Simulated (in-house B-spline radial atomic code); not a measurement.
# Pt⁵⁸⁺: excited configurations in jj coupling

Wanted: excitation energies of Pt⁵⁸⁺ as differences of total energies (ΔSCF).

Program: in-house B-spline radial atomic code version 1. Level of theory: Dirac-Hartree-Fock, average of configuration, Fermi nucleus, basis-set limit. These are calculated values, not measurements, unless marked.

**1. Starting point**

| Item | Value |
| --- | --- |
| element | platinum (Z = 78) |
| charge | +58 |
| electrons | 20 |
| configuration | 1s2 2s2 2p6 3s2 3p6 3d-2 |
| Hamiltonian | Dirac-Coulomb |
| nucleus | Fermi, rms radius 5.427 fm |

In configurations, a minus sign after the shell means j = l − 1/2 and a plus sign j = l + 1/2; the count of electrons follows.

Settings, as recorded:

```ini
Z = 78
electrons = 20.0
configuration = 1s2 2s2 2p6 3s2 3p6 3d-2
hamiltonian = dirac
method = hf
spin_polarised = False
nucleus = fermi
rms_radius = 5.427
mass_number = 195
atomic_mass = 194.964794325
speed_of_light = 137.035999084
```

This reference run was done before. Its total energy is -15035.605814 hartree, and its levels are (the highest eight at most):

```tsv
orbital	occupation	energy (eV)	<r> (bohr)
1s1/2	2	-83110.4	0.01715
2s1/2	2	-18084.5	0.07109
2p1/2	2	-17513.6	0.05866
2p3/2	4	-15744.4	0.06677
3s1/2	2	-6938.44	0.1762
3p1/2	2	-6709.42	0.1659
3p3/2	4	-6247.81	0.1788
3d3/2	2	-5961.02	0.1533
```

**2. Run with 1s2 2s2 2p6 3s2 3p-2 3p+3 3d+2 5g-1**

Settings, as recorded:

```ini
Z = 78
electrons = 20.0
configuration = 1s2 2s2 2p6 3s2 3p-2 3p+3 3d+2 5g-1
hamiltonian = dirac
method = hf
spin_polarised = False
nucleus = fermi
rms_radius = 5.427
mass_number = 195
atomic_mass = 194.964794325
speed_of_light = 137.035999084
```

**3. Run with 1s2 2s2 2p6 3s2 3p-1 3p+4 3d-2 5f-1**

Changes to the settings of step 2:

```diff
@@ -2,3 +2,3 @@
 electrons = 20.0
-configuration = 1s2 2s2 2p6 3s2 3p-2 3p+3 3d+2 5g-1
+configuration = 1s2 2s2 2p6 3s2 3p-1 3p+4 3d-2 5f-1
 hamiltonian = dirac
```

**4. Configuration 1s2 2s2 2p6 3s2 3p-2 3p+3 3d-2 6g+1**

Changes to the settings of step 3:

```diff
@@ -2,3 +2,3 @@
 electrons = 20.0
-configuration = 1s2 2s2 2p6 3s2 3p-1 3p+4 3d-2 5f-1
+configuration = 1s2 2s2 2p6 3s2 3p-2 3p+3 3d-2 6g+1
 hamiltonian = dirac
```

**5. Run with 1s2 2s2 2p6 3s2 3p6 3d-1 4s1**

Changes to the settings of step 4:

```diff
@@ -2,3 +2,3 @@
 electrons = 20.0
-configuration = 1s2 2s2 2p6 3s2 3p-2 3p+3 3d-2 6g+1
+configuration = 1s2 2s2 2p6 3s2 3p6 3d-1 4s1
 hamiltonian = dirac
```

**6. Run with 1s2 2s2 2p6 3s2 3p-1 3p+4 3d-1 3d+1 7f-1**

Changes to the settings of step 5:

```diff
@@ -2,3 +2,3 @@
 electrons = 20.0
-configuration = 1s2 2s2 2p6 3s2 3p6 3d-1 4s1
+configuration = 1s2 2s2 2p6 3s2 3p-1 3p+4 3d-1 3d+1 7f-1
 hamiltonian = dirac
```

**7. Run with 1s2 2s2 2p6 3s2 3p6 3d+2**

Changes to the settings of step 6:

```diff
@@ -2,3 +2,3 @@
 electrons = 20.0
-configuration = 1s2 2s2 2p6 3s2 3p-1 3p+4 3d-1 3d+1 7f-1
+configuration = 1s2 2s2 2p6 3s2 3p6 3d+2
 hamiltonian = dirac
```

**Question.** How far above the reference does each configuration lie (order and size, in eV)?

As calculated:

| net move | configuration | energy above the reference (eV) | with Breit, QED, recoil (eV) | largest <r> (bohr) |
| --- | --- | --- | --- | --- |
| 2×3d3/2 → 2×3d5/2 | 1s2 2s2 2p6 3s2 3p6 3d+2 | 199.65 | 195.46 | 0.179 |
| 3d3/2 → 4s | 1s2 2s2 2p6 3s2 3p6 3d-1 4s1 | 2358.88 | 2358.63 | 0.335 |
| 2×3d3/2, 3p3/2 → 2×3d5/2, 5g7/2 | 1s2 2s2 2p6 3s2 3p-2 3p+3 3d+2 5g-1 | 4550.81 | 4538.81 | 0.460 |
| 3p1/2 → 5f5/2 | 1s2 2s2 2p6 3s2 3p-1 3p+4 3d-2 5f-1 | 4761.40 | 4749.13 | 0.515 |
| 3p3/2 → 6g9/2 | 1s2 2s2 2p6 3s2 3p-2 3p+3 3d-2 6g+1 | 4923.86 | 4916.29 | 0.739 |
| 3d3/2, 3p1/2 → 3d5/2, 7f5/2 | 1s2 2s2 2p6 3s2 3p-1 3p+4 3d-1 3d+1 7f-1 | 5814.44 | 5799.61 | 1.12 |

What this shows: At the bottom stands 2×3d3/2 → 2×3d5/2 (199.65 eV), at the top 3d3/2, 3p1/2 → 3d5/2, 7f5/2 (5814.44 eV). These are averages over configurations, without correlation, not spectroscopic levels.
